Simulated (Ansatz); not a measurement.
# C₇H₆O₂: up Jacob's ladder to CCSD(T)

One table from this session's results is given with a row withheld; the runs are named, their logs left out.

Computed with Ansatz 0.2.0, Gaussian basis. Level: functionals in def2-TZVPP, the program's frozen cores in correlated methods.

Plan: LDA (SPW92), PBE-D4, revPBE-D4, BLYP-D4, r2SCAN-D4, B97M-V, PBE0-D4, B3LYP-D4, r2SCANh-D4, r2SCAN0-D4, HSE06-D4, BHLYP-D4, CAM-B3LYP-D4, LC-ωPBE, ωB97X-V, ωB97M-V, B2PLYP, PBE-QIDH; CCSD(T)/def2-SVP; CCSD(T)/def2-TZVPP; MP2/def2-QZVPP; extrapolation to the limit; RPA on PBE.

## The geometry

An earlier PBE0-D4 in a triple-zeta def2 set relaxation fixed the geometry.

SMILES `O=COc1ccccc1`, 15 atoms, charge 0, spin multiplicity 1.

Atoms are counted from 1 here; the program's logs count them from 0.

Bond lengths: O1–C2 1.191 Å, C2–O3 1.345 Å, C2–H10 1.099 Å, O3–C4 1.390 Å, C4–C5 1.382 Å, C4–C9 1.384 Å, C5–C6 1.386 Å, C5–H11 1.083 Å, C6–C7 1.386 Å, C6–H12 1.084 Å, C7–C8 1.387 Å, C7–H13 1.083 Å, C8–C9 1.386 Å, C8–H14 1.084 Å, C9–H15 1.082 Å. Angles: O1–C2–O3 126.8°, O1–C2–H10 125.2°, O3–C2–H10 108.0°, C2–O3–C4 119.7°, O3–C4–C5 116.8°, O3–C4–C9 121.6°, C5–C4–C9 121.5°, C4–C5–C6 119.2°, C4–C5–H11 119.3°, C6–C5–H11 121.5°, C5–C6–C7 120.2°, C5–C6–H12 119.6°, C7–C6–H12 120.2°, C6–C7–C8 119.8°, C6–C7–H13 120.1°, C8–C7–H13 120.1°, C7–C8–C9 120.6°, C7–C8–H14 120.1° and more.

Set-up of the first run:

Contents of in.yaml:

```yaml
crystal:
  periodic: [false, false, false]
  atoms:
    - {symbol: O, position_ang: [2.843148, -0.776326, 0.593740]}
    - {symbol: C, position_ang: [2.768348, 0.407123, 0.487087]}
    - {symbol: O, position_ang: [1.662486, 1.123791, 0.220274]}
    - {symbol: C, position_ang: [0.446110, 0.473446, 0.049409]}
    - {symbol: C, position_ang: [-0.261034, 0.768533, -1.101235]}
    - {symbol: C, position_ang: [-1.512614, 0.202859, -1.288705]}
    - {symbol: C, position_ang: [-2.043077, -0.648951, -0.332002]}
    - {symbol: C, position_ang: [-1.319222, -0.931029, 0.817380]}
    - {symbol: C, position_ang: [-0.068167, -0.369833, 1.018522]}
    - {symbol: H, position_ang: [3.609769, 1.107099, 0.587566]}
    - {symbol: H, position_ang: [0.172699, 1.438460, -1.833488]}
    - {symbol: H, position_ang: [-2.073117, 0.430465, -2.187780]}
    - {symbol: H, position_ang: [-3.020668, -1.091861, -0.480337]}
    - {symbol: H, position_ang: [-1.729834, -1.595459, 1.568580]}
    - {symbol: H, position_ang: [0.503372, -0.589118, 1.910191]}
basis:
  gaussian: {orbitals: def2-TZVPP}
hamiltonian: {xc: lda}
output: {orbitals: {seedname: orbitals}}
```

On the command line:

```bash
> ansatz run in.yaml --threads 2 --pin off --events-out ev --progress --plain --max-ram 32768MiB --backend cuda --devices 0, --max-vram 18GiB
```

Steps of the session up to this table: LDA; PBE-D4 (GGA); revPBE-D4 (GGA); BLYP-D4 (GGA); r2SCAN-D4 (meta-GGA); B97M-V (meta-GGA); B3LYP-D4 (hybrid); r2SCANh-D4 (hybrid); r2SCAN0-D4 (hybrid); HSE06-D4 (hybrid); BHLYP-D4 (hybrid); CAM-B3LYP-D4 (range-separated); LC-ωPBE (range-separated); ωB97X-V (range-separated); ωB97M-V (range-separated); B2PLYP (double hybrid); PBE-QIDH (double hybrid).

One of the session's tables, all rows but one given; the rest of the session is left out.

It belongs to the step «Orbital energies across the functionals». 

| functional | HOMO (eV) | gap (eV) |
| --- | --- | --- |
| LDA (SPW92) | -6.51 | 4.60 |
| PBE-D4 | -6.29 | 4.66 |
| revPBE-D4 | -6.20 | 4.68 |
| BLYP-D4 | -6.11 | 4.61 |
| r2SCAN-D4 | -6.46 | 5.05 |
| B97M-V | -6.43 | 5.12 |
| PBE0-D4 | -7.29 | 6.68 |
| B3LYP-D4 | ? | ? |
| r2SCANh-D4 | -6.84 | 5.81 |
| r2SCAN0-D4 | -7.42 | 6.93 |
| HSE06-D4 | -6.90 | 5.91 |
| BHLYP-D4 | -8.11 | 8.61 |
| CAM-B3LYP-D4 | -8.51 | 9.01 |
| LC-ωPBE | -9.80 | 11.38 |
| ωB97X-V | -9.44 | 11.02 |
| ωB97M-V | -9.37 | 10.86 |

**Question.** Estimate the row for B3LYP-D4.

Worked estimate for «HOMO (eV)». Against the share of exact exchange, BLYP-D4 (0, -6.11), BHLYP-D4 (0.5, -8.11) give a slope of -4.00 per unit share; at 0.2 the line stands at -6.91.

**Answer.** HOMO (eV): -7.08; gap (eV): 6.23. In «HOMO (eV)» the line misses by +0.17.
